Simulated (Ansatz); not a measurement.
# Hf3TiN4: the cost of one run

Computed with Ansatz 0.2.0 (DFT PBE, scalar-relativistic, plane waves, PAW, unless a step's input says otherwise).

## (1) The system as given

It takes space group Pm-3m (No. 221, cubic). The conventional cell has a = 4.490 Å, b = 4.490 Å, c = 4.490 Å, α = 90.00°, β = 90.00°, γ = 90.00°. Hf (site symmetry 4/mmm) has 6 N at 2.25 Å as nearest neighbours. Around Ti (site symmetry m-3m) lie 6 N at 2.25 Å. Around N (site symmetry 4/mmm) lie 4 Hf at 2.25 Å and 2 Ti at 2.25 Å. N (site symmetry m-3m) has 6 Hf at 2.25 Å as nearest neighbours.

Coordinates:

```xyz
8
Lattice="4.4905 0.0000 0.0000 0.0000 4.4905 0.0000 0.0000 0.0000 4.4905" Properties=species:S:1:pos:R:3 pbc="T T T"
Hf    2.2452    0.0000    0.0000
Hf    0.0000    0.0000    2.2452
Hf    0.0000    2.2452    0.0000
Ti    2.2452    2.2452    2.2452
N     0.0000    2.2452    2.2452
N     2.2452    2.2452    0.0000
N     0.0000    0.0000    0.0000
N     2.2452    0.0000    2.2452
```

The start is the relaxed end of an invented cell (made as: elements ordered on the sites of the TiN type, Ti/Hf on Ti (Pm-3m, No. 221)), taken up again for a closer look.

## (2) Probe: one point on a coarse mesh

The input, input.yaml:

```yaml
crystal:
  lattice:
    - [4.4904644, 0.0, 0.0]
    - [0.0, 4.4904644, 0.0]
    - [0.0, 0.0, 4.4904644]
  atoms:
    - { symbol: Hf, position: [0.5, 0.0, 0.0] }
    - { symbol: Hf, position: [0.0, 0.0, 0.5] }
    - { symbol: Hf, position: [0.0, 0.5, 0.0] }
    - { symbol: Ti, position: [0.5, 0.5, 0.5] }
    - { symbol: "N", position: [0.0, 0.5, 0.5] }
    - { symbol: "N", position: [0.5, 0.5, 0.0] }
    - { symbol: "N", position: [0.0, 0.0, 0.0] }
    - { symbol: "N", position: [0.5, 0.0, 0.5] }
basis:
  ecutwfc: 420
kpoints:
  mp_grid: { grid: [4, 4, 4] }
hamiltonian:
  xc: pbe
scf:
  occupations: { method: gaussian, width: 0.1 }
  lower_state_search: "off"
output:
  forces: true
  stress: true
  eigenvalues: true
```

Command:

```console
$ ansatz run input.yaml --threads 4 --pin off --max-ram 8192MiB --backend cpu --events-out ev --progress --plain --runs-dir out
```

What time and memory should one allow on 4 threads of Arm Neoverse V1, shared host?

About 2 s, with a peak of 0.48 GiB.
